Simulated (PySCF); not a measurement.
# One shape, several levels: singlet [SiClF2]+

Wanted: a comparison of 6 runs (PBE/STO-6G, SVWN5/STO-6G, r2SCAN/STO-6G, CCSDTQ/STO-6G, QCISD(T)/STO-6G, CCSD(T)/STO-6G) of singlet [SiClF2]+. The job is set up through a Python script.

Program for the calculation: PySCF 2.14.0.

9 further runs of the same task are left out: 1 that didn't finish, 8 set aside as unsound or not needed.

## (1) The structure to begin with

[SiClF2]+: 4 atoms, total charge +1, spin state singlet. SMILES of the parent species: `F[Si](F)Cl`. The shape is that of a PBE0-D4/def2-TZVP optimisation. That shape belongs to the parent species and isn't relaxed for this state.

Bond lengths: F1–Si2 1.585 Å, Si2–F3 1.585 Å, Si2–Cl4 2.036 Å. Angles: F1–Si2–F3 107.0°, F1–Si2–Cl4 108.9°, F3–Si2–Cl4 108.9°.

## (2) A single-point energy at PBE/STO-6G (run 1)

File input.py:

```python
from pyscf import gto, dft

molecule = gto.M(
    atom='''
F      2.472140     0.243775     1.508001
Si     0.418007    -0.598098    -0.502100
F     -1.647463    -2.187169     0.973020
Cl    -1.242684     2.541493    -1.979110
''',
    basis='sto-6g',
    max_memory=1860,
    unit='bohr',
    charge=1,
    verbose=3,
)

mf = dft.RKS(molecule)
mf.xc = 'pbe'
mf.grids.level = 5
mf.conv_tol = 1e-10
mf.kernel()
if not mf.converged:
    mf = mf.newton().run(mf.mo_coeff, mf.mo_occ)

e_final = mf.e_tot
print(f'total energy: {e_final:.8f} hartree')
```

Started as:

```bash
$ OMP_NUM_THREADS=1 python input.py
```

What it wrote:

```text
converged SCF energy = -944.94981022354
total energy: -944.94981022 hartree
```

Run time: 6 s. Hardware: 1 thread of Arm Neoverse V1, shared host; peak memory 0.23 GiB.

## (3) A single-point energy at SVWN5/STO-6G (run 2)

File input.py:

```python
from pyscf import gto, dft

system = gto.M(
    atom='''
F      1.308200     0.129000     0.798000
Si     0.221200    -0.316500    -0.265700
F     -0.871800    -1.157400     0.514900
Cl    -0.657600     1.344900    -1.047300
''',
    verbose=3,
    max_memory=1860,
    charge=1,
    basis='sto-6g',
    spin=0,
)

mf = dft.RKS(system, xc='svwn')
mf.conv_tol = 1e-10
mf.grids.level = 5
mf.kernel()
if not mf.converged:
    mf = mf.newton().run(mf.mo_coeff, mf.mo_occ)

e_final = mf.e_tot
print(f'total energy: {e_final:.8f} hartree')
```

Started as:

```bash
$ OMP_NUM_THREADS=1 python input.py
```

What it wrote:

```text
converged SCF energy = -941.456075863844
total energy: -941.45607586 hartree
```

It took 4.2 s on 1 thread of Arm Neoverse V1, shared host; peak memory 0.15 GiB.

Runs 3 to 4 aren't shown in full; the table further down has their settings and results.

## (4) A single-point energy at QCISD(T)/STO-6G (run 5)

File run.py:

```python
from pyscf import gto, scf, cc

system = gto.M(
    atom=[
    ('F', (1.308200, 0.129000, 0.798000)),
    ('Si', (0.221200, -0.316500, -0.265700)),
    ('F', (-0.871800, -1.157400, 0.514900)),
    ('Cl', (-0.657600, 1.344900, -1.047300)),
],
    basis='sto-6g',
    verbose=4,
    charge=1,
    max_memory=1860,
    spin=0,
)

mf = scf.RHF(system)
mf.conv_tol = 1e-10
mf.kernel()
if not mf.converged:
    mf = mf.newton().run(mf.mo_coeff, mf.mo_occ)

mycc = cc.QCISD(mf, frozen=12)
mycc.kernel()
e_t = mycc.qcisd_t()
e_tot = mycc.e_tot + e_t
print('E(%s) = %.9f' % ('QCISD(T)', e_tot))
```

Started as:

```bash
$ OMP_NUM_THREADS=1 python run.py
```

What it wrote:

```text
PySCF version 2.14.0

[... 60 lines left out ...]
converged SCF energy = -943.582337568936
[... 11 lines left out ...]
Init t2, MP2 energy = -943.685112818326  E_corr(MP2) -0.102775249390349
[... 15 lines left out ...]
QCISD converged
[... 2 lines left out ...]
E(QCISD(T)) = -943.718053121
```

Run time: 1.4 s. Hardware: 1 thread of Arm Neoverse V1, shared host; peak memory 0.1 GiB.

## (5) A single-point energy at CCSD(T)/STO-6G (run 6)

File job.py:

```python
from pyscf import gto, scf, cc

mol = gto.M(
    atom='''
F        1.308200       0.129000       0.798000
Si       0.221200      -0.316500      -0.265700
F       -0.871800      -1.157400       0.514900
Cl      -0.657600       1.344900      -1.047300
''',
    charge=1,
    verbose=4,
    max_memory=1860,
    basis='sto-6g',
)

calc0 = scf.RHF(mol)
calc0.conv_tol = 1e-10
calc0.kernel()
if not calc0.converged:
    calc0 = calc0.newton().run(calc0.mo_coeff, calc0.mo_occ)

mycc = cc.CCSD(calc0, frozen=12)
mycc.kernel()
e_t = mycc.ccsd_t()
e_final = mycc.e_tot + e_t
print('E(%s) = %.9f' % ('CCSD(T)', e_final))
```

Started as:

```bash
$ OMP_NUM_THREADS=1 python job.py
```

What it wrote:

```text
PySCF version 2.14.0

[... 60 lines left out ...]
converged SCF energy = -943.582337568936
[... 12 lines left out ...]
Init t2, MP2 energy = -943.685112818326  E_corr(MP2) -0.102775249390349
[... 16 lines left out ...]
CCSD converged
[... 2 lines left out ...]
E(CCSD(T)) = -943.715189851
```

It took 1.4 s on 1 thread of Arm Neoverse V1, shared host; peak memory 0.1 GiB.

## (6) All runs side by side

```csv
run,level,integration grid,frozen core orbitals,energy (Eh),HOMO energy (eV),LUMO energy (eV),HOMO–LUMO gap (eV),wall time
1,PBE/STO-6G,5,–,-944.949810,-13.14,-10.84,2.30,6 s
2,SVWN5/STO-6G,5,–,-941.456076,-13.17,-10.91,2.26,4.2 s
3,r2SCAN/STO-6G,5,–,-945.431035,-13.61,-10.97,2.64,7.8 s
4,CCSDTQ/STO-6G,–,12,-943.717263,-18.59,-6.87,11.72,72 s
5,QCISD(T)/STO-6G,–,12,-943.718053,-18.59,-6.87,11.72,1.4 s
6,CCSD(T)/STO-6G,–,12,-943.715190,-18.59,-6.87,11.72,1.4 s
```

## (7) What came out

| quantity | value |
| --- | --- |
| run 6: total energy | -943.71519 Eh |
| run 6: HOMO energy (Hartree–Fock orbitals) | -18.59 eV |
| run 6: LUMO energy (Hartree–Fock orbitals) | -6.87 eV |
| run 6: HOMO–LUMO gap (Hartree–Fock orbitals) | 11.72 eV |
| run 6: correlation energy (12 core orbitals frozen) | -132.9 mEh |
| run 6: (T) correction | -12.67 mEh |
| run 6: T1 diagnostic | 0.024 |

What this shows: Over runs 1, 2, 3 the HOMO–LUMO gap runs from 2.26 eV (SVWN5/STO-6G) to 2.64 eV (r2SCAN/STO-6G). Totals of different functionals can't be ranked against each other. In runs 1, 2, 3, 4, 5, 6 the basis is minimal, so the values are rough. All runs together took 93 s, the longest 72 s.
